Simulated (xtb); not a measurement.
**GFN2-xTB (ALPB ether, reference state bar1M) run of CH4O2Sn (SMILES O=C[O][SnH3])**

Wanted: an optimisation with harmonic vibrations of CH4O2Sn. 

The calculation is run with xtb 6.7.1.

5 further runs of the same task are left out: 1 that didn't finish, 4 set aside as unsound or not needed.

**1. Starting point**

The species is CH4O2Sn (8 atoms), meant as a singlet with charge 0. As SMILES, `O=C[O][SnH3]`. All atoms were displaced at random from a relaxed shape. The run starts from this shape.

Bond lengths: O1–C2 1.216 Å, C2–O3 1.285 Å, O3–Sn4 2.091 Å, C2–H5 1.099 Å, Sn4–H6 1.656 Å, Sn4–H7 1.688 Å, Sn4–H8 1.661 Å. Angles: O1–C2–O3 125.7°, C2–O3–Sn4 109.3°, O1–C2–H5 121.8°, O3–C2–H5 112.5°, O3–Sn4–H6 105.7°, O3–Sn4–H7 105.9°, O3–Sn4–H8 95.7°, H6–Sn4–H7 115.4°, H6–Sn4–H8 115.7°, H7–Sn4–H8 115.4°.

**2. An optimisation with harmonic vibrations at GFN2-xTB (ALPB ether, reference state bar1M)**

File detailed.inp:

```
$chrg 0
$spin 0
$opt
   maxdispl=2
$end
```

File struc.sdf:

```

     RDKit          3D

  8  7  0  0  0  0  0  0  0  0999 V2000
    1.0821   -0.6574    1.2546 O   0  0  0  0  0  0  0  0  0  0  0  0
    1.4521    0.2028    0.4785 C   0  0  0  0  0  0  0  0  0  0  0  0
    0.7424    0.7223   -0.4588 O   0  0  0  0  0  0  0  0  0  0  0  0
   -1.1662   -0.1303   -0.4351 Sn  0  0  0  0  0  4  0  0  0  0  0  0
    2.4662    0.6249    0.5217 H   0  0  0  0  0  0  0  0  0  0  0  0
   -1.8147    0.2652    1.0359 H   0  0  0  0  0  0  0  0  0  0  0  0
   -0.9373   -1.7804   -0.7046 H   0  0  0  0  0  0  0  0  0  0  0  0
   -1.7459    0.7297   -1.7331 H   0  0  0  0  0  0  0  0  0  0  0  0
  2  1  2  0
  3  2  1  0
  4  3  1  0
  5  2  1  0
  6  4  1  0
  7  4  1  0
  8  4  1  0
M  END
$$$$
```

Launch:

```
$ xtb struc.sdf --alpb ether bar1M --cma --input detailed.inp --gfn 2 --ohess normal > struc.out 2> xtb.err
```

What values should one expect? Wanted: total energy at the end; dipole moment; HOMO energy; LUMO energy; HOMO–LUMO gap; dispersion energy; solvent term in the energy; mean polarisability; lowest harmonic wavenumber.

Computed results:

At GFN2-xTB (ALPB ether, reference state bar1M):

| quantity | value |
| --- | --- |
| total energy at the end | -14.40750 Eh |
| dipole moment | 3.53 D |
| HOMO energy | -11.81 eV |
| LUMO energy | -6.50 eV |
| HOMO–LUMO gap | 5.31 eV |
| dispersion energy | -10.39 kJ/mol |
| solvent term in the energy | -30.5 kJ/mol |
| mean polarisability (D4 model) | 61.9 bohr³ |
| lowest harmonic wavenumber | 126 cm⁻¹ |
| highest harmonic wavenumber | 2791 cm⁻¹ |
| zero-point energy | 105.4 kJ/mol |

At the final geometry: Bond lengths: O1–C2 1.209 Å, C2–O3 1.274 Å, O3–Sn4 2.143 Å, C2–H5 1.104 Å, Sn4–H6 1.662 Å, Sn4–H7 1.660 Å, Sn4–H8 1.662 Å. Angles: O1–C2–O3 124.7°, C2–O3–Sn4 110.9°, O1–C2–H5 121.8°, O3–C2–H5 113.5°, O3–Sn4–H6 103.6°, O3–Sn4–H7 103.8°, O3–Sn4–H8 92.6°, H6–Sn4–H7 117.8°, H6–Sn4–H8 116.5°, H7–Sn4–H8 116.8°. All 18 modes are real, so the shape is a minimum at this level. Mulliken charges run from -0.44 on O1 to +0.36 on C2.
